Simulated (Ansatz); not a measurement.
# C3H12FGeN3: one species, many methods

How much do the methods differ for C3H12FGeN3? The plan is to run it at one geometry with functionals of several rungs and with coupled cluster. The yardstick is the atomisation energy at the CCSD(T) limit.

Method: functionals in def2-TZVPP, the program's frozen cores in correlated methods; program: Ansatz 0.2.0, Gaussian basis.

Levels to be run: LDA (SPW92), PBE-D4, revPBE-D4, BLYP-D4, r2SCAN-D4, B97M-V, PBE0-D4, B3LYP-D4, r2SCANh-D4, r2SCAN0-D4, HSE06-D4, BHLYP-D4, CAM-B3LYP-D4, LC-ωPBE, ωB97X-V, ωB97M-V, B2PLYP, PBE-QIDH; CCSD(T)/def2-SVP; CCSD(T)/def2-TZVPP; MP2/def2-QZVPP; extrapolation to the limit; RPA on PBE.

### Step 1. The relaxed structure

An earlier PBE0-D4 in a triple-zeta def2 set relaxation fixed the geometry.

SMILES `C[NH][Ge]([F])([NH]C)[NH]C`, 20 atoms, charge 0, spin multiplicity 1.

Atoms are counted from 1 here; the program's logs count them from 0.

Bond lengths: C1–N2 1.450 Å, C1–H9 1.093 Å, C1–H10 1.099 Å, C1–H11 1.094 Å, N2–Ge3 1.818 Å, N2–H12 1.009 Å, Ge3–F4 1.748 Å, Ge3–N5 1.814 Å, Ge3–N7 1.799 Å, N5–C6 1.450 Å, N5–H13 1.009 Å, C6–H14 1.091 Å, C6–H15 1.094 Å, C6–H16 1.098 Å, N7–C8 1.449 Å, N7–H17 1.008 Å, C8–H18 1.097 Å, C8–H19 1.091 Å and more. Angles: N2–C1–H9 109.5°, N2–C1–H10 114.4°, N2–C1–H11 110.3°, H9–C1–H10 107.5°, H9–C1–H11 106.9°, H10–C1–H11 107.8°, C1–N2–Ge3 120.5°, C1–N2–H12 113.2°, Ge3–N2–H12 113.0°, N2–Ge3–F4 101.4°, N2–Ge3–N5 122.9°, N2–Ge3–N7 107.1°, F4–Ge3–N5 103.2°, F4–Ge3–N7 116.3°, N5–Ge3–N7 106.5°, Ge3–N5–C6 121.4°, Ge3–N5–H13 114.3°, C6–N5–H13 113.5° and more.

### Step 2. LDA

This LDA is Slater exchange with PW92 correlation.

Input file in.yaml:

```yaml
crystal:
  periodic: [false, false, false]
  atoms:
    - {symbol: C, position_ang: [-2.480865, 0.782033, -0.589451]}
    - {symbol: N, position_ang: [-1.584176, -0.222995, -1.126784]}
    - {symbol: Ge, position_ang: [0.102457, -0.399285, -0.470516]}
    - {symbol: F, position_ang: [0.528312, -1.998238, -1.033218]}
    - {symbol: N, position_ang: [0.467507, -0.474095, 1.305188]}
    - {symbol: C, position_ang: [0.013854, -1.581467, 2.123358]}
    - {symbol: N, position_ang: [1.072099, 0.963149, -1.133558]}
    - {symbol: C, position_ang: [2.476433, 1.168779, -0.841628]}
    - {symbol: H, position_ang: [-1.950606, 1.733231, -0.497491]}
    - {symbol: H, position_ang: [-2.897157, 0.538718, 0.397948]}
    - {symbol: H, position_ang: [-3.317461, 0.949624, -1.273805]}
    - {symbol: H, position_ang: [-2.035979, -1.109227, -1.297250]}
    - {symbol: H, position_ang: [0.423896, 0.417383, 1.775316]}
    - {symbol: H, position_ang: [0.152472, -2.515002, 1.575176]}
    - {symbol: H, position_ang: [0.614012, -1.651413, 3.035149]}
    - {symbol: H, position_ang: [-1.042438, -1.519667, 2.418456]}
    - {symbol: H, position_ang: [0.799529, 1.245644, -2.062312]}
    - {symbol: H, position_ang: [3.145527, 0.656747, -1.543560]}
    - {symbol: H, position_ang: [2.698136, 0.790251, 0.157641]}
    - {symbol: H, position_ang: [2.722848, 2.235230, -0.852660]}
basis:
  gaussian: {orbitals: def2-TZVPP}
hamiltonian: {xc: lda}
output: {orbitals: {seedname: orbitals}}
```

On the command line:

```
$ ansatz run in.yaml --threads 4 --pin off --events-out ev --progress --plain --max-ram 46080MiB --backend cuda --devices 0, --max-vram 37GiB
```

After this run come: PBE-D4 (GGA); revPBE-D4 (GGA); BLYP-D4 (GGA); r2SCAN-D4 (meta-GGA); B97M-V (meta-GGA); PBE0-D4 (hybrid); B3LYP-D4 (hybrid); r2SCANh-D4 (hybrid); r2SCAN0-D4 (hybrid); HSE06-D4 (hybrid); BHLYP-D4 (hybrid); CAM-B3LYP-D4 (range-separated); LC-ωPBE (range-separated); ωB97X-V (range-separated); ωB97M-V (range-separated); B2PLYP (double hybrid); PBE-QIDH (double hybrid); CCSD(T) in def2-SVP; CCSD(T) in def2-TZVPP; MP2 in def2-QZVPP; RPA on PBE orbitals.

**Question.** What will the summary of the whole plan be? Wanted: atomisation energy, CCSD(T)/CBS; farthest beyond LDA; mean size of error, GGA; mean size of error, meta-GGA; mean size of error, hybrid; mean size of error, range-separated; mean size of error, double hybrid; gap, smallest and largest; T1 diagnostic.

The runs gave:

| quantity | value |
| --- | --- |
| atomisation energy, CCSD(T)/CBS | 1760.7 kcal/mol |
| functionals within 17.6 kcal/mol (1.0 %) | revPBE-D4, BLYP-D4, r2SCAN-D4, B97M-V, PBE0-D4, B3LYP-D4, HSE06-D4, CAM-B3LYP-D4, LC-ωPBE, ωB97X-V, ωB97M-V, PBE-QIDH |
| farthest beyond LDA | BHLYP-D4 (-53.8 kcal/mol) |
| mean size of error, GGA | 15.2 kcal/mol |
| mean size of error, meta-GGA | 6.2 kcal/mol |
| mean size of error, hybrid | 18.2 kcal/mol |
| mean size of error, range-separated | 6.2 kcal/mol |
| mean size of error, double hybrid | 18.7 kcal/mol |
| gap, smallest and largest | 4.69 eV (LDA (SPW92)), 11.99 eV (LC-ωPBE) |
| T1 diagnostic | 0.0108 |
| triples share of the correlation energy | 3.6 % |

The LDA atomisation energy is off by 261.6 kcal/mol (15 %): it overbinds. PBE-D4 misses by +33.9 kcal/mol. Double hybrids carry the basis error of their MP2 part in triple zeta, and no dispersion term here, so their miss is partly the set-up's. The rungs meta-GGA, range-separated, GGA miss on average by less than the doubt on the reference (17.6 kcal/mol), so they tie. The reference freezes the cores and leaves out relativity and excitations past (T), and its outer-core shells are covered unevenly, so misses under about 17.6 kcal/mol can't be ranked. Hartree-Fock recovers 70 % of the binding; the rest is correlation. CCSD(T) in def2-SVP is off by -106.2 kcal/mol, more than most functionals: a good method in a small basis is no reference. Orbital gaps span 4.7 to 12.0 eV; exact exchange widens them. Correlated methods include outer-core shells of Ge, which these sets cover unevenly.
